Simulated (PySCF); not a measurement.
# C3H7ClO2S: the cost of one run

Programs: PySCF 2.14.0, with density-fitted response routines of our own. Each step states its level of theory. These are calculated values for one molecule in the gas phase, unless marked as measured. Atoms are numbered from 0 throughout.

### Step 1. The molecule as given

14 atoms, charge 0, multiplicity 1; geometry from: GFN2-xTB. The atoms were then displaced at random by about 0.01 Å, so the start is not that level's minimum.

Bonds of the start (Å): C0–C1 1.49, C1–C2 1.51, C1–S3 1.86, S3–O4 1.44, S3–O5 1.41, S3–Cl6 2.04, C0–H7 1.11, C0–H8 1.12, C0–H9 1.09, C1–H10 1.08, C2–H11 1.11, C2–H12 1.08, C2–H13 1.08.

### Step 2. Relaxing the molecule at PBE0-D3(BJ)/def2-SVP

The job: settings as JSON, then the geometry in Å.

```
{"job": {"xc": "PBE0", "basis": "def2-SVP", "d3": "d3bj", "grid": 1, "shake": 0.01, "kind": "geom"}, "charge": 0, "multiplicity": 1}
C     -0.273790     1.437530     0.141330
C     -0.324920     0.068510    -0.445570
C     -1.125150    -0.956610     0.320300
S      1.438080    -0.509460    -0.471820
O      1.474140    -1.877900    -0.909290
O      2.257130     0.449570    -1.095910
Cl     1.904050    -0.513440     1.510420
H      0.466980     2.067150    -0.386500
H     -1.267280     1.948290     0.051030
H     -0.041080     1.425070     1.204000
H     -0.585160     0.073100    -1.494010
H     -0.806220    -0.940590     1.383280
H     -0.934370    -1.933890    -0.085120
H     -2.189560    -0.752400     0.270100
```

The run is started by

```console
> OMP_NUM_THREADS=1 python probes_run.py task.json out
```

This one command runs all jobs of the session in turn.

**Question.** How long does this first job take on 1 thread of Intel Xeon Platinum 8488C, shared host, and how much memory does it need?

About 1.8 min, with a peak of 0.63 GiB.
